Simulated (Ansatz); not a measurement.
**Mn2Ga5: further runs on the relaxed cell**

This session takes Mn2Ga5 and sets out to compare with the cell as listed.

Method: DFT PBEsol, scalar-relativistic, plane waves, PAW, in Ansatz 0.2.0.

### 1 The starting structure

The structure is tetragonal, space group P4/mbm (No. 127). The conventional cell has a = 8.655 Å, b = 8.655 Å, c = 2.647 Å, α = 90.00°, β = 90.00°, γ = 90.00°. Mn (site symmetry m2m) is surrounded by 10 Ga at 2.55 to 2.68 Å and 2 Mn at 2.65 Å. Ga (site symmetry mmm) has 4 Mn at 2.55 Å and 6 Ga at 2.61 to 2.65 Å in its first shell of neighbours. Ga (site symmetry m) has 4 Mn at 2.60 to 2.68 Å and 6 Ga at 2.61 to 2.82 Å in its first shell of neighbours.

As a file:

```xyz
14
Lattice="8.6549 0.0000 0.0000 0.0000 8.6549 0.0000 0.0000 0.0000 2.6471" Properties=species:S:1:pos:R:3 pbc="T T T"
Mn    5.8700    1.5425    1.3235
Mn    7.1125    5.8700    1.3235
Mn    2.7850    7.1125    1.3235
Mn    1.5425    2.7850    1.3235
Ga    4.3275    0.0000    0.0000
Ga    0.0000    4.3275    0.0000
Ga    1.7798    0.5555    0.0000
Ga    8.0995    1.7798    0.0000
Ga    6.8751    8.0995    0.0000
Ga    0.5555    6.8751    0.0000
Ga    6.1073    3.7720    0.0000
Ga    3.7720    2.5476    0.0000
Ga    2.5476    4.8829    0.0000
Ga    4.8829    6.1073    0.0000
```

This cell was relaxed beforehand with the same method: volume 14.16 Å³/atom, gap on the mesh none (metal), site moments up to 2.1 μB.

### 2 The cell as listed, for comparison

Contents of input.yaml:

```yaml
crystal:
  lattice:
    - [8.859, 0.0, 0.0]
    - [0.0, 8.859, 0.0]
    - [0.0, 0.0, 2.7094]
  atoms:
    - { symbol: Mn, position: [0.6782, 0.1782, 0.5], spin: 2.33 }
    - { symbol: Mn, position: [0.8218, 0.6782, 0.5], spin: 2.33 }
    - { symbol: Mn, position: [0.3218, 0.8218, 0.5], spin: 2.33 }
    - { symbol: Mn, position: [0.1782, 0.3218, 0.5], spin: 2.33 }
    - { symbol: Ga, position: [0.5, 0.0, 0.0] }
    - { symbol: Ga, position: [0.0, 0.5, 0.0] }
    - { symbol: Ga, position: [0.2046, 0.0635, 0.0] }
    - { symbol: Ga, position: [0.9365, 0.2046, 0.0] }
    - { symbol: Ga, position: [0.7954, 0.9365, 0.0] }
    - { symbol: Ga, position: [0.0635, 0.7954, 0.0] }
    - { symbol: Ga, position: [0.7046, 0.4365, 0.0] }
    - { symbol: Ga, position: [0.4365, 0.2954, 0.0] }
    - { symbol: Ga, position: [0.2954, 0.5635, 0.0] }
    - { symbol: Ga, position: [0.5635, 0.7046, 0.0] }
basis:
  ecutwfc: 420
kpoints:
  mp_grid: { grid: [4, 4, 14] }
hamiltonian:
  xc: pbesol
scf:
  occupations: { method: gaussian, width: 0.1 }
output:
  forces: true
  stress: true
  eigenvalues: true
  populations: true
magnetization:
  spin_polarized: true
```

On the command line:

```
ansatz run input.yaml --threads 4 --pin off --max-ram 10240MiB --backend cpu --events-out ev --progress --plain --runs-dir out
```

### 3 Atoms relaxed in the listed cell

Changes to input.yaml since step 2:

```diff
@@ -35 +35,5 @@
   spin_polarized: true
+relax:
+  adjacent_minimum: "off"
+  f_tol: 0.01
+  max_steps: 40
```

**Question.** What will these runs give? Wanted: listed cell; listed cell, atoms relaxed.

As calculated:

| quantity | value |
| --- | --- |
| listed cell | 24.9 meV/atom above the relaxed cell, -7.0 GPa, gap none (metal) |
| listed cell, atoms relaxed | 23.8 meV/atom above the relaxed cell, -6.8 GPa, gap none (metal) |

**Reading.** The listed cell costs 23.8 meV/atom and carries a pressure of -6.8 GPa at this level.
